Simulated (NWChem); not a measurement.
# One shape, several levels: C6H6O (vinylfuran)

We compute a comparison of 3 runs (wB97X/6-31G*, B2PLYP/6-31G*, CAM-B3LYP/6-31G*) of C6H6O (vinylfuran). 

The results are computed with NWChem 7.3.0.

### Step 1. The system as given

C6H6O has 13 atoms, charge 0, and is taken as a singlet. SMILES: `C=Cc1ccco1`. The shape is that of a PBE0-D4/def2-TZVP optimisation. This is one conformer, not always the lowest.

Bond lengths: C1–C2 1.332 Å, C2–C3 1.437 Å, C3–C4 1.364 Å, C4–C5 1.422 Å, C5–C6 1.354 Å, C3–O7 1.358 Å, C6–O7 1.349 Å, C1–H8 1.083 Å, C1–H9 1.082 Å, C2–H10 1.086 Å, C4–H11 1.078 Å, C5–H12 1.078 Å, C6–H13 1.077 Å. Some angles: C1–C2–C3 125.7°, C2–C3–C4 131.7°, C2–C3–O7 118.9°, C4–C3–O7 109.4°, C3–C4–C5 106.6°, C4–C5–C6 105.8°, C5–C6–O7 110.7°, C3–O7–C6 107.4°, C1–C2–H10 120.0°, C3–C2–H10 114.3°.

### Step 2. Energy and gradient at wB97X/6-31G(d) (spherical functions) (run 1)

run.py reads:

```python
from ase import Atoms
from ase.calculators.nwchem import NWChem

atoms = Atoms(['C', 'C', 'C', 'C', 'C', 'C', 'O', 'H', 'H', 'H', 'H', 'H', 'H'], positions=[
    [1.598400, 0.733400, 1.772100],
    [1.254100, -0.233100, 0.921900],
    [0.143000, -0.191300, 0.011000],
    [-0.316800, -1.095400, -0.901000],
    [-1.454700, -0.508100, -1.518200],
    [-1.603500, 0.706800, -0.938200],
    [-0.645400, 0.913600, -0.011500],
    [1.036900, 1.657700, 1.835900],
    [2.453300, 0.619900, 2.426000],
    [1.834100, -1.149900, 0.878500],
    [0.113200, -2.064000, -1.101100],
    [-2.078900, -0.930600, -2.289000],
    [-2.313300, 1.506300, -1.071600],
])

calc = NWChem(
    label='input',
    theory='dft',
    memory='2200 mb',
    basis='6-31G*',
    basispar='spherical bse',
    dft={'xc': 'wb97x', 'mult': '1', 'grid': 'fine', 'convergence': 'energy 1e-08', 'iterations': '100', 'mulliken': None, 'print': 'low'},
)
atoms.calc = calc

forces = atoms.get_forces()
print(f"energy = {atoms.get_potential_energy():.6f} eV")
print("forces (eV/A):")
for s, f in zip(atoms.symbols, forces):
    print(f"{s:2s} {f[0]:10.5f} {f[1]:10.5f} {f[2]:10.5f}")
```

Run with:

```bash
$ export ASE_NWCHEM_COMMAND="nwchem PREFIX.nwi > PREFIX.nwo"
$ python run.py
```

Output:

```text
energy = -8363.076118 eV
forces (eV/A):
C    -0.02427   -0.01332   -0.02602
C     0.40572   -0.01291    0.33445
C    -0.38366   -0.10896   -0.38752
C     0.19520   -0.05435    0.13349
C    -0.17211    0.03975   -0.12136
C    -0.11431    0.01085   -0.09025
O     0.07821    0.21222    0.18959
H    -0.05687    0.09971    0.00890
H     0.08747    0.00247    0.07456
H     0.05944   -0.08803   -0.00165
H     0.05152   -0.12470   -0.02931
H    -0.06834   -0.05641   -0.09025
H    -0.05800    0.09369    0.00530
```

The calculator wrote input.nwi:

```
title "input"

permanent_dir input

scratch_dir input

start input

geometry units angstrom nocenter noautosym noautoz
  C  1.5984000000000000e+00 7.3340000000000005e-01 1.7721000000000000e+00
  C  1.2541000000000000e+00 -2.3310000000000000e-01 9.2190000000000005e-01
  C  1.4299999999999999e-01 -1.9130000000000000e-01 1.0999999999999999e-02
  C  -3.1680000000000003e-01 -1.0953999999999999e+00 -9.0100000000000002e-01
  C  -1.4547000000000001e+00 -5.0810000000000000e-01 -1.5182000000000000e+00
  C  -1.6034999999999999e+00 7.0679999999999998e-01 -9.3820000000000003e-01
  O  -6.4539999999999997e-01 9.1359999999999997e-01 -1.1500000000000000e-02
  H  1.0368999999999999e+00 1.6577000000000000e+00 1.8359000000000001e+00
  H  2.4533000000000000e+00 6.1990000000000001e-01 2.4260000000000002e+00
  H  1.8341000000000001e+00 -1.1498999999999999e+00 8.7849999999999995e-01
  H  1.1320000000000000e-01 -2.0640000000000001e+00 -1.1011000000000000e+00
  H  -2.0789000000000000e+00 -9.3059999999999998e-01 -2.2890000000000001e+00
  H  -2.3132999999999999e+00 1.5063000000000000e+00 -1.0716000000000001e+00
end

memory 2200 mb

basis spherical bse noprint
   * library 6-31G*
end

dft
  xc wb97x
  mult 1
  grid fine
  convergence energy 1e-08
  iterations 100
  mulliken
  print low
end

task dft gradient
```

input.nwo (excerpt; [...] marks lines left out):

```text
[...]
         Total DFT energy =     -307.337381132325
      One electron energy =     -955.570644793499
           Coulomb energy =      418.729580065736
    Exchange-Corr. energy =      -43.332793011269
 Nuclear repulsion energy =      272.836476606707
[... 17 lines left out ...]
     -------------------------------------------
      Total Density - Lowdin Population Analysis
[...]
                         DFT ENERGY GRADIENTS
    atom               coordinates                        gradient
                 x          y          z           x          y          z
   1 C       3.020538   1.385925   3.348783    0.000472   0.000259   0.000506
   2 C       2.369905  -0.440495   1.742138   -0.007890   0.000251  -0.006504
   3 C       0.270231  -0.361505   0.020787    0.007461   0.002119   0.007536
[... 9 lines of this table left out ...]
  13 H      -4.371503   2.846494  -2.025030    0.001128  -0.001822  -0.000103
 Task  times  cpu:      123.4s     wall:      123.4s
 Total times  cpu:      123.4s     wall:      123.4s
```

Run time: 2.1 min. Hardware: 1 thread of INTEL XEON PLATINUM 8581C at 2.10GHz (Emerald Rapids), shared host; peak memory 0.12 GiB.

### Step 3. A single-point energy at B2PLYP/6-31G(d) (spherical functions) (run 2)

c6h6o.nw reads:

```
start c6h6o
memory total 2200 mb
charge 0

geometry units angstroms noautosym nocenter noautoz
   C        1.598400       0.733400       1.772100
   C        1.254100      -0.233100       0.921900
   C        0.143000      -0.191300       0.011000
   C       -0.316800      -1.095400      -0.901000
   C       -1.454700      -0.508100      -1.518200
   C       -1.603500       0.706800      -0.938200
   O       -0.645400       0.913600      -0.011500
   H        1.036900       1.657700       1.835900
   H        2.453300       0.619900       2.426000
   H        1.834100      -1.149900       0.878500
   H        0.113200      -2.064000      -1.101100
   H       -2.078900      -0.930600      -2.289000
   H       -2.313300       1.506300      -1.071600
end

basis spherical bse
   * library 6-31G*
end

dft
   xc hfexch 0.53 becke88 0.47 lyp 0.73 mp2 0.27
   dftmp2 semidirect
   mult 1
   grid fine
   convergence energy 1e-08
   iterations 100
   mulliken
   print low
end

mp2
   freeze core 7
end

task dft
```

Run with:

```bash
$ nwchem c6h6o.nw > c6h6o.out
```

Output:

```text
[...]
 d= 0,ls=0.0,diis     1   -306.7023087261 -5.80D+02  5.77D-03  5.08D-01     3.2
[...]
 d= 0,ls=0.0,diis     8   -306.7778564274  9.86D-10  6.50D-06  1.41D-06    21.7
         Total DFT energy =     -306.777856427394
      One electron energy =     -955.407361525933
           Coulomb energy =      418.582386332011
    Exchange-Corr. energy =      -42.789357840179
 Nuclear repulsion energy =      272.836476606707
[...]
      Total Density - Mulliken Population Analysis
     ---------------------------------------------
    Atom       Charge   Shell Charges
 -----------   ------   -------------------------------------------------------
    1 C    6     6.38   2.00  0.68  2.03  0.59  1.04  0.03
    2 C    6     6.14   2.00  0.69  2.05  0.48  0.89  0.04
    3 C    6     5.65   2.00  0.69  2.01  0.37  0.51  0.08
    4 C    6     6.24   2.00  0.68  2.07  0.50  0.95  0.04
    5 C    6     6.22   2.00  0.68  2.07  0.51  0.92  0.04
    6 C    6     5.90   2.00  0.69  2.00  0.43  0.72  0.07
    7 O    8     8.50   2.00  0.91  2.92  0.96  1.69  0.04
    8 H    1     0.82   0.52  0.30
    9 H    1     0.84   0.53  0.31
   10 H    1     0.83   0.53  0.31
[...]
  Basis functions       =    110
[...]
```

Run time: 27 s. Hardware: 1 thread of INTEL XEON PLATINUM 8581C at 2.10GHz (Emerald Rapids), shared host; peak memory 0.45 GiB.

### Step 4. Energy and gradient at CAM-B3LYP/6-31G(d) (spherical functions) (run 3)

calc.nw reads:

```
START calc
TITLE "C6H6O"
memory stack 880 mb heap 220 mb global 1100 mb
GEOMETRY units angstroms noautosym nocenter noautoz
C     1.598400    0.733400    1.772100
C     1.254100   -0.233100    0.921900
C     0.143000   -0.191300    0.011000
C    -0.316800   -1.095400   -0.901000
C    -1.454700   -0.508100   -1.518200
C    -1.603500    0.706800   -0.938200
O    -0.645400    0.913600   -0.011500
H     1.036900    1.657700    1.835900
H     2.453300    0.619900    2.426000
H     1.834100   -1.149900    0.878500
H     0.113200   -2.064000   -1.101100
H    -2.078900   -0.930600   -2.289000
H    -2.313300    1.506300   -1.071600
END
BASIS spherical bse
* library 6-31G*
END
DFT
xc xcamb88 1.00 lyp 0.81 vwn_5 0.19 hfexch 1.00
cam 0.33 cam_alpha 0.19 cam_beta 0.46
grid fine
convergence energy 1e-08
direct
maxiter 100
mulliken
noprint "final vectors analysis"
END
TASK dft gradient
```

Run with:

```bash
$ nwchem calc.nw > calc.out
```

Output (excerpt; [...] marks lines left out):

```text
[...]
          Wavefunction type:  closed shell.
          No. of atoms     :    13
          No. of electrons :    50
[...]
          Charge           :     0
          Spin multiplicity:     1
[...]
          AO basis - number of functions:   110
[...]
              XC Information
              --------------
                     Hartree-Fock (Exact) Exchange  1.000
                   CAM-Becke88 Exchange Functional  1.000
                      VWN V Correlation Functional  0.190 local
              Lee-Yang-Parr Correlation Functional  0.810
[...]
 d= 0,ls=0.0,diis     1   -307.1741747129 -5.80D+02  6.99D-03  6.70D-01     7.3
[...]
 d= 0,ls=0.0,diis    10   -307.2572204303 -6.43D-09  1.09D-06  1.25D-08    70.5
         Total DFT energy =     -307.257220430253
      One electron energy =     -955.684252576349
           Coulomb energy =      418.853852562865
    Exchange-Corr. energy =      -43.263297023475
 Nuclear repulsion energy =      272.836476606707
[...]
      Total Density - Mulliken Population Analysis
     ---------------------------------------------
[...]
  wavefunction    = closed shell
[...]
                         DFT ENERGY GRADIENTS
    atom               coordinates                        gradient
                 x          y          z           x          y          z
   1 C       3.020538   1.385925   3.348783    0.000293   0.000106   0.000266
   2 C       2.369905  -0.440495   1.742138   -0.005236   0.000171  -0.004318
   3 C       0.270231  -0.361505   0.020787    0.002864   0.003050   0.004207
   4 C      -0.598665  -2.070006  -1.702643   -0.002602   0.001063  -0.001587
   5 C      -2.748984  -0.960170  -2.868982    0.002553  -0.000527   0.001834
   6 C      -3.030176   1.335658  -1.772941    0.003492  -0.000779   0.002494
   7 O      -1.219629   1.726454  -0.021732   -0.001086  -0.003773  -0.003116
   8 H       1.959457   3.132599   3.469348    0.000408  -0.001013  -0.000224
   9 H       4.636065   1.171441   4.584475   -0.000945  -0.000260  -0.000936
  10 H       3.465946  -2.172996   1.660124   -0.000589   0.000861   0.000016
  11 H       0.213917  -3.900394  -2.080777   -0.000485   0.001392   0.000406
[...]
```

Run time: 1.8 min. Hardware: 1 thread of INTEL XEON PLATINUM 8581C at 2.10GHz (Emerald Rapids), shared host; peak memory 0.12 GiB.

### Step 5. All runs side by side

```
run                                   level      task  frozen core orbitals  energy (Eh)  largest force (eV/Å)  wall time
  1      wB97X/6-31G* (spherical functions)  gradient                     –  -307.337381                 0.556    2.1 min
  2     B2PLYP/6-31G* (spherical functions)    energy                     7  -307.086374                     –       27 s
  3  CAM-B3LYP/6-31G* (spherical functions)  gradient                     –  -307.257220                 0.349    1.8 min
```

### Step 6. What came out

| quantity | value |
| --- | --- |
| run 3: total energy | -307.25722 Eh |
| run 3: dipole moment | 0.72 D |
| run 3: largest force on an atom | 0.349 eV/Å |

What this shows: Totals of different functionals can't be ranked against each other. All runs together took 4.4 min, the longest 2.1 min.
